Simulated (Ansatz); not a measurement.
**SiGe7: gaps at several levels of theory**

One table from this session's results is given with a row withheld; the runs are named, their logs left out.

Program: Ansatz 0.2.0. Level of theory: DFT PBEsol, scalar-relativistic, plane waves, PAW. These are calculated values, not measurements.

That is the level of the relaxation; later steps name their own.

1 further run of the same task is left out (set aside as unsound or not needed).

### The starting structure

It takes space group Amm2 (No. 38, orthorhombic). Conventional cell: a = 3.988 Å, b = 7.975 Å, c = 11.279 Å, α = 90.00°, β = 90.00°, γ = 90.00°. Around Si (site symmetry mm2) lie 4 Ge at 2.41 to 2.42 Å. Ge (site symmetry m) has 4 Ge at 2.44 to 2.46 Å as nearest neighbours. Ge (site symmetry mm2) is surrounded by 4 Ge at 2.44 to 2.45 Å. Ge (site symmetry mm2) has 2 Si at 2.42 Å and 2 Ge at 2.46 Å as nearest neighbours. Ge (site symmetry m) is surrounded by 1 Si at 2.41 Å and 3 Ge at 2.45 Å. Ge (site symmetry mm2) is surrounded by 4 Ge at 2.44 Å.

Structure file:

```cif
data_structure
_symmetry_space_group_name_H-M 'Amm2'
_symmetry_Int_Tables_number 38
_cell_length_a 3.9878
_cell_length_b 7.9755
_cell_length_c 11.2787
_cell_angle_alpha 90.000
_cell_angle_beta 90.000
_cell_angle_gamma 90.000
_cell_volume 358.72
loop_
_atom_site_label
_atom_site_type_symbol
_atom_site_symmetry_multiplicity
_atom_site_Wyckoff_symbol
_atom_site_fract_x
_atom_site_fract_y
_atom_site_fract_z
_atom_site_occupancy
Si1 Si 2 a 0.00000 0.50000 0.00003 1
Ge1 Ge 4 e 0.50000 0.25006 0.25002 1
Ge2 Ge 2 a 0.00000 0.50000 0.49998 1
Ge3 Ge 2 b 0.50000 0.50000 0.12194 1
Ge4 Ge 4 d 0.00000 0.74691 0.87648 1
Ge5 Ge 2 b 0.50000 0.50000 0.62507 1
```

This cell was relaxed beforehand with the same method: volume 22.42 Å³/atom, gap on the mesh 0.11 eV.

The first run:

File input.yaml:

```yaml
crystal:
  lattice:
    - [5.87528e-05, 5.6395714133, -5.6393375702]
    - [5.6396301662, 5.6396301662, 0.0]
    - [5.6395714133, 5.87528e-05, -5.6393375702]
  atoms:
    - { symbol: Si, position: [0.499974985, 2.5015e-05, 0.499974985] }
    - { symbol: Si, position: [0.499974985, 0.500025015, 0.499974985] }
    - { symbol: Ge, position: [4.81264e-05, 1.57392e-05, 0.4999203952] }
    - { symbol: Ge, position: [4.81264e-05, 0.5000157392, 0.4999203952] }
    - { symbol: Ge, position: [0.4999203952, 1.57392e-05, 4.81264e-05] }
    - { symbol: Ge, position: [0.4999203952, 0.5000157392, 4.81264e-05] }
    - { symbol: Ge, position: [2.21583e-05, -2.21583e-05, 2.21583e-05] }
    - { symbol: Ge, position: [2.21583e-05, 0.4999778417, 2.21583e-05] }
    - { symbol: Ge, position: [0.3780602258, 0.3719397742, 0.3780602258] }
    - { symbol: Ge, position: [0.3780602258, 0.8719397742, 0.3780602258] }
    - { symbol: Ge, position: [0.8704353451, 0.3764793776, 0.3766058997] }
    - { symbol: Ge, position: [0.8704353451, 0.8764793776, 0.3766058997] }
    - { symbol: Ge, position: [0.3766058997, 0.3764793776, 0.8704353451] }
    - { symbol: Ge, position: [0.3766058997, 0.8764793776, 0.8704353451] }
    - { symbol: Ge, position: [0.8749328646, 0.3750671354, 0.8749328646] }
    - { symbol: Ge, position: [0.8749328646, 0.8750671354, 0.8749328646] }
basis:
  ecutwfc: 420
kpoints:
  mp_grid: { grid: [6, 6, 6] }
  band_path: { path: [VBM, CBM], npoints: 2 }
hamiltonian:
  xc: pbesol
scf:
  occupations: { method: gaussian, width: 0.01 }
output:
  forces: true
  stress: true
  eigenvalues: true
```

Started as:

```bash
$ ansatz run input.yaml --threads 4 --pin off --max-ram 10240MiB --backend cpu --events-out ev --progress --plain --runs-dir out
```

Among the steps run: Band edges over the whole zone; The run at PBEsol; The run at PBEsol on the hybrid's mesh; The run at HSE06; The run at PBEsol, spin-orbit coupling; Levels with r2SCAN.

One of the session's tables, all rows but one given; the rest of the session is left out.

```
                      level  gap (eV)  least direct gap (eV)
                     PBEsol      0.11                   0.11
PBEsol on the hybrid's mesh         ?                      ?
                      HSE06      0.86                   0.86
PBEsol, spin-orbit coupling      0.03                   0.03
                     r2SCAN      0.45                   0.45
```

Estimate the missing values for PBEsol on the hybrid's mesh.

As computed: gap (eV): 0.10; least direct gap (eV): 0.10. In the column «gap (eV)» it lies between PBEsol, spin-orbit coupling (0.03) and PBEsol (0.11).

Gaps are by band count over the mesh and the named points; a gap of 0 means that the bands overlap or touch.
